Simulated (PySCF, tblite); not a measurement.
**C6H10FNSi: geometry, infrared bands and NMR shifts**

What infrared bands and NMR shifts should C6H10FNSi (`CC[Si@@H]1C[C@H](C#N)[C@@H]1F`) show?

Computed with tblite 0.8.0 and PySCF 2.14.0, with density-fitted response routines of our own, on a single molecule in the gas phase. Atoms count from 0, in the outputs and in this text.

### Step 1. The molecule as given

19 atoms, charge 0, multiplicity 1; geometry from: force field or distance geometry start.

Bonds of the start (Å): C0–C1 1.52, C1–Si2 1.83, Si2–C3 1.88, C3–C4 1.52, C4–C5 1.44, C5–N6 1.16, C4–C7 1.53, C7–F8 1.37, C7–Si2 1.83, C0–H9 1.10, C0–H10 1.13, C0–H11 1.09, C1–H12 1.13, C1–H13 1.11, Si2–H14 1.46, C3–H15 1.10, C3–H16 1.09, C4–H17 1.11, C7–H18 1.12.

### Step 2. Optimising the geometry with GFN2-xTB

The job: settings as JSON, then the geometry in Å.

```
{"job": {"kind": "relax", "xc": "GFN2-xTB", "basis": "xTB"}, "charge": 0, "multiplicity": 1}
C      2.651600     0.853200    -0.456500
C      1.822200     0.040000     0.525500
Si     0.310800    -0.455100    -0.373000
C     -1.059200     0.810600    -0.137400
C     -2.003500    -0.370600    -0.032600
C     -3.116900    -0.116400     0.841700
N     -3.998600     0.095500     1.570800
C     -0.986300    -1.358900     0.552300
F     -0.958100    -1.265100     1.922600
H      3.120500     0.140600    -1.156200
H      1.872800     1.463400    -1.000300
H      3.368000     1.508700     0.040300
H      2.445500    -0.859500     0.811200
H      1.629600     0.615700     1.459800
H      0.533500    -0.842100    -1.760900
H     -0.966100     1.397400     0.792700
H     -1.172900     1.416500    -1.037100
H     -2.284600    -0.680200    -1.065900
H     -1.218000    -2.384700     0.175200
```

Started as:

```
OMP_NUM_THREADS=1 python probes_run.py task.json out
```

This one command runs all jobs of the session in turn.

**Question.** This job is followed by: GFN2-xTB harmonic vibrations, gas phase; GIAO PBE0/pcSseg-1 NMR shielding, non-relativistic, gas phase. Predict these results of the whole session: strongest single infrared mode (GFN2-xTB); zero-point energy (GFN2-xTB); 13C shifts against TMS (PBE0/pcSseg-1); 1H shifts against TMS (PBE0/pcSseg-1, means over atoms taken as alike); 29Si shifts against TMS (PBE0/pcSseg-1); 15N shifts against NH3 (PBE0/pcSseg-1); 19F shifts against CFCl3 (PBE0/pcSseg-1).

As calculated:

```
                                                              quantity                                               value
                             strongest single infrared mode (GFN2-xTB)                               2240 cm⁻¹, 326 km/mol
                                          zero-point energy (GFN2-xTB)                                       91.3 kcal/mol
                                13C shifts against TMS (PBE0/pcSseg-1)               122.6, 93.6, 29.4, 20.3, 8.6, 8.1 ppm
1H shifts against TMS (PBE0/pcSseg-1, means over atoms taken as alike)  5.11, 4.74, 3.20, 1.99, 1.93, 1.50, 1.14, 1.13 ppm
                               29Si shifts against TMS (PBE0/pcSseg-1)                                            -6.7 ppm
                                15N shifts against NH3 (PBE0/pcSseg-1)                                           306.6 ppm
                              19F shifts against CFCl3 (PBE0/pcSseg-1)                                          -255.0 ppm
```

In words: Relaxing lowered the energy by 0.866 eV in 124 steps; the close pair that moved most is Si2–C7, from 1.832 to 1.936 Å. All 51 modes are real, so the xTB geometry is a minimum. The strongest single mode, at 2240 cm⁻¹, moves mainly H14. GFN2-xTB is a fitted tight-binding method: band positions and strengths are rough. Its intensities can rank the bands wrongly. C5 (nitrile carbon) lies farthest downfield among carbon, at 122.6 ppm; C≡N carbons fall here, among the sp2 signals but without a proton. The most deshielded hydrogen is H18 (hydrogen on an sp3 CH bonded to F and Si), at 5.11 ppm: its carbon carries F, hence the downfield position. At PBE0/pcSseg-1: The largest span, 492 ppm, is at N6, where the paramagnetic term is -379 ppm.
